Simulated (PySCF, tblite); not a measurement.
**C3H10PSi2 radical: geometry, infrared bands and EPR parameters**

Wanted: the infrared bands and EPR parameters of C3H10PSi2 radical (`C=CC[Si]([SiH3])P`), by calculation.

Programs: tblite 0.8.0 and PySCF 2.14.0, with density-fitted response routines of our own. Each step states its level of theory. These are calculated values for one molecule in the gas phase, unless marked as measured. Atoms are numbered from 0 throughout.

**1. The molecule as given**

16 atoms, charge 0, multiplicity 2; geometry from: force field or distance geometry start.

Bonds of the start (Å): C0–C1 1.34, C1–C2 1.52, C2–Si3 1.84, Si3–Si4 2.27, Si3–P5 2.21, C0–H6 1.09, C0–H7 1.11, C1–H8 1.07, C2–H9 1.13, C2–H10 1.11, Si4–H11 1.48, Si4–H12 1.47, Si4–H13 1.48, P5–H14 1.46, P5–H15 1.47.

**2. Optimising the geometry with GFN2-xTB**

Job settings and geometry (Å):

```
{"job": {"kind": "relax", "xc": "GFN2-xTB", "basis": "xTB"}, "charge": 0, "multiplicity": 2}
C     -2.754800    -0.452500     0.028900
C     -1.763500    -0.297700    -0.859900
C     -0.383200    -0.847100    -0.523400
Si     0.920900     0.449800    -0.496500
Si     2.746700    -0.614100     0.324000
P      0.358700     2.156400     0.785800
H     -2.616800    -0.954700     0.983200
H     -3.763300    -0.050000    -0.196500
H     -1.903700     0.199600    -1.797200
H     -0.494700    -1.251700     0.523600
H     -0.164600    -1.732100    -1.162200
H      2.713400    -1.939400    -0.344300
H      2.613800    -0.776800     1.782600
H      3.942900     0.172100    -0.036500
H     -0.862000     2.755500     0.249500
H      1.402600     3.191500     0.727400
```

Started as:

```console
> OMP_NUM_THREADS=1 python probes_run.py task.json out
```

This one command runs all jobs of the session in turn.

**Question.** This job is followed by: GFN2-xTB harmonic vibrations, gas phase; UKS B3LYP, pcH-1 on C H P Si, non-relativistic, mean-field spin-orbit, GIAO. Predict these results of the whole session: strongest single infrared mode (GFN2-xTB); zero-point energy (GFN2-xTB); g(iso) (B3LYP); ⟨S²⟩; largest a(iso) (averaged by class); potential on the surface of density 0.002 e/bohr³, 1st and 99th percentile.

The runs gave:

| quantity | value |
| --- | --- |
| strongest single infrared mode (GFN2-xTB) | 754 cm⁻¹, 725 km/mol |
| zero-point energy (GFN2-xTB) | 69.3 kcal/mol |
| g(iso) (B3LYP) | 2.00482 |
| ⟨S²⟩ | 0.752 (exact 0.75) |
| largest a(iso) (averaged by class) | 29Si on Si3, -410.7 MHz |
| potential on the surface of density 0.002 e/bohr³, 1st and 99th percentile | -0.70 V and 1.03 V |

The optimisation took 97 steps and gained 0.860 eV; among the close pairs (by a distance rule), C2–Si3 changed most, from 1.839 to 1.945 Å. All 42 modes are real, so the xTB geometry is a minimum. The strongest single mode, at 754 cm⁻¹, is spread over several atoms, H13, H11, H12 among them. GFN2-xTB is a fitted tight-binding method: band positions and strengths are rough. Its intensities can rank the bands wrongly. Most of the unpaired spin sits on Si3 (0.84 e). The isotropic g lies 2.5 ppt above the free-electron value. These values are for one conformer; the search (at its own cheap level) found 2 more, at 0.36, 1.60 kcal/mol, and measured spectra average over such forms.
